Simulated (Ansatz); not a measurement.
# C2H4BGa: how energies converge with the basis set

Aim: see how fast density functionals converge with the basis set for C2H4BGa.

Method: one geometry, several basis sets; program: Ansatz 0.2.0, Gaussian basis.

Levels to be run: PBE0-D4/def2-SVP; ωB97M-V/def2-SVP; PBE0-D4/def2-QZVPP; ωB97M-V/def2-QZVPP; the functionals' def2-TZVPP values are taken from earlier runs.

### 1 Structure used throughout

All runs share one geometry, relaxed beforehand with PBE0-D4 in a triple-zeta def2 set.

8 atoms, charge 0, spin multiplicity 1.

Atoms are counted from 1 here; the program's logs count them from 0.

Bond lengths: C1–C2 1.319 Å, C1–H5 1.089 Å, C1–H6 1.094 Å, C2–B3 1.427 Å, C2–Ga4 2.232 Å, B3–Ga4 2.432 Å, B3–H7 1.194 Å, B3–H8 1.229 Å. Angles: C2–C1–H5 122.3°, C2–C1–H6 122.8°, H5–C1–H6 114.9°, C1–C2–B3 175.7°, C1–C2–Ga4 96.4°, B3–C2–Ga4 80.0°, C2–B3–Ga4 64.7°, C2–B3–H7 125.9°, C2–B3–H8 116.5°, Ga4–B3–H7 138.2°, Ga4–B3–H8 66.1°, H7–B3–H8 117.4°, C2–Ga4–B3 35.3°.

As a file:

```xyz
8
charge 0, multiplicity 1
C    -0.67143    0.86433   -0.92301
C     0.19359    0.10097   -0.28329
B     1.04631   -0.77914    0.44748
Ga   -1.09812   -0.30235    1.49155
H    -0.88818    0.73691   -1.98285
H    -1.20832    1.68602   -0.43933
H     2.20507   -0.60284    0.67477
H     0.51317   -1.76109    0.95877
```

### 2 PBE0-D4 in def2-SVP

in.yaml

```yaml
crystal:
  periodic: [false, false, false]
  atoms:
    - {symbol: C, position_ang: [-0.671425, 0.864327, -0.923013]}
    - {symbol: C, position_ang: [0.193592, 0.100969, -0.283285]}
    - {symbol: B, position_ang: [1.046313, -0.779142, 0.447483]}
    - {symbol: Ga, position_ang: [-1.098120, -0.302346, 1.491554]}
    - {symbol: H, position_ang: [-0.888183, 0.736907, -1.982846]}
    - {symbol: H, position_ang: [-1.208316, 1.686020, -0.439334]}
    - {symbol: H, position_ang: [2.205073, -0.602845, 0.674767]}
    - {symbol: H, position_ang: [0.513167, -1.761089, 0.958773]}
basis:
  gaussian: {orbitals: def2-SVP}
hamiltonian: {xc: pbe0, dispersion: d4}
output: {orbitals: {seedname: orbitals}}
```

Started as:

```console
$ ansatz run in.yaml --threads 2 --pin off --events-out ev --progress --plain --max-ram 4352MiB
```

After this run come: ωB97M-V in def2-SVP; PBE0-D4 in def2-QZVPP; ωB97M-V in def2-QZVPP.

**Question.** What will the summary of the whole plan be? Wanted: PBE0-D4: double and triple zeta above quadruple; ωB97M-V: double and triple zeta above quadruple.

**Answer**, as computed:

| quantity | value |
| --- | --- |
| PBE0-D4: double and triple zeta above quadruple | 11.14, 1.33 eV |
| ωB97M-V: double and triple zeta above quadruple | 11.24, 1.28 eV |

What this shows: For PBE0-D4 the step from double to triple zeta gains 9.81 eV and the next only 1.33 eV. Total energies overstate the basis error of differences, where much of it tends to cancel.
